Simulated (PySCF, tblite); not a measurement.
**C₂H₈O₂Si₂, a small molecule taken as a stand-in for a surface group (vicinal silanol): NMR shifts, core binding energies and electronic excitations**

Aim: the NMR shifts, core binding energies and electronic excitations of `C=C[SiH2]O[SiH2]O`.

Programs: tblite 0.8.0 and PySCF 2.14.0. All values are calculated, for the isolated system unless a continuum is named. Atoms count from 0, parts from 1.

## (1) Starting point

14 atoms, charge 0, multiplicity 1; geometry: distance geometry start.

## (2) Geometry optimisation with GFN2-xTB

Job settings and geometry (Å):

```
{"job": {"kind": "relax", "xc": "GFN2-xTB", "basis": "xTB"}, "charge": 0, "multiplicity": 1}
O     -1.792127     0.586825     0.686342
Si    -0.107623     1.020975     0.509601
O      0.910424    -0.386500     0.923120
Si     0.642153    -2.012824     0.351639
C     -0.315361    -2.981900     1.572249
C     -1.771567    -2.936615     1.409789
H     -2.340320     0.108191     0.024732
H      0.148953     1.393648    -0.855062
H      0.205586     2.101557     1.344712
H      1.918360    -2.658569     0.150736
H     -0.057007    -1.985383    -0.901579
H      0.065241    -3.876338     1.882175
H     -2.323621    -3.088383     2.288111
H     -2.126262    -2.216264     0.729378
```

Method: GFN2-xTB geometry optimisation, gas phase.

Command:

```sh
> OMP_NUM_THREADS=1 python cluster_run.py task.json out
```

This one command runs all jobs of the session in turn.

**Question.** The jobs that follow are: PBE0-D3(BJ)/def2-SVP geometry optimisation, gas phase; GIAO PBE0/pcSseg-1 NMR shielding, non-relativistic, gas phase; delta-SCF UKS SCAN, pcX-2 on the ionised atom, pcseg-1 elsewhere, spin-free X2C; TDDFT CAM-B3LYP/def2-SVPD, vertical, gas phase, core orbitals frozen in the response. Predict: point group; rotational constants (main isotopes); 13C shifts against TMS (PBE0/pcSseg-1); 1H shifts against TMS (PBE0/pcSseg-1); 17O shifts against H2O (PBE0/pcSseg-1); 29Si shifts against TMS (PBE0/pcSseg-1); O1s binding energies, SCAN/pcX-2; Si2p binding energies, SCAN/pcX-2; C1s binding energies, SCAN/pcX-2 (standing for 1 of 2 atoms); lowest singlet (CAM-B3LYP/def2-SVPD); brightest single state of those computed; lowest triplet; vertical ionisation energy (ΔSCF).

As calculated:

| quantity | value |
| --- | --- |
| point group | C1 |
| rotational constants (main isotopes) | 3.44, 1.52, 1.10 GHz |
| 13C shifts against TMS (PBE0/pcSseg-1) | 146.8, 141.0 ppm |
| 1H shifts against TMS (PBE0/pcSseg-1) | 6.98, 6.53, 6.08, 5.30, 5.19, 5.01, 4.80, 2.04 ppm |
| 17O shifts against H2O (PBE0/pcSseg-1) | 67.5, 57.2 ppm |
| 29Si shifts against TMS (PBE0/pcSseg-1) | -26.9, -32.9 ppm |
| O1s binding energies, SCAN/pcX-2 | O0 538.74, O2 537.88 eV |
| Si2p binding energies, SCAN/pcX-2 | Si1 108.16, Si3 107.47 eV |
| C1s binding energies, SCAN/pcX-2 (standing for 1 of 2 atoms) | C4 290.13 eV |
| lowest singlet (CAM-B3LYP/def2-SVPD) | 6.70 eV (185 nm), f = 0.001 |
| brightest single state of those computed | state 2, 7.14 eV, f = 0.287 |
| lowest triplet | 4.21 eV |
| vertical ionisation energy (ΔSCF) | 10.11 eV |

What this shows: The start of the PBE0/def2-SVP relaxation was shaken at random by about 0.01 Å, so part of the energy gained, and of the first lengths quoted, undoes that. The optimisation took 16 steps and gained 0.312 eV; among the close pairs (by a distance rule), O0–Si1 changed most, from 1.595 to 1.663 Å (PBE0/def2-SVP). No frequency check was run at this level, so the end point may be a saddle. At PBE0/pcSseg-1: Shielding is most anisotropic at C5 (span 261 ppm, paramagnetic term -219 ppm). At SCAN/pcX-2: O0 (oxygen bonded to Si, H) binds its O1s electron 0.86 eV more tightly than O2 (oxygen bonded to 2 Si). At SCAN/pcX-2: The Si2p levels kept as sound span 0.69 eV, from Si3 (silicon bonded to C, O, 2 H) up to Si1 (silicon bonded to 2 O, 2 H). The lowest singlet, at 6.70 eV, is HOMO−1→LUMO 0.74 and is weak; of the 6 states computed, the strongest absorption comes from state 2 at 7.14 eV. The lowest triplet lies 2.49 eV below the lowest singlet (triplets in Tamm-Dancoff, singlets in full TDDFT). The orbital energy would give 9.24 eV for ionisation, ΔSCF gives 10.11 eV. A capped cluster stands for the solid here, so long-range fields and strain are missing, and bands or shifts of the capping hydrogens have no counterpart in it.
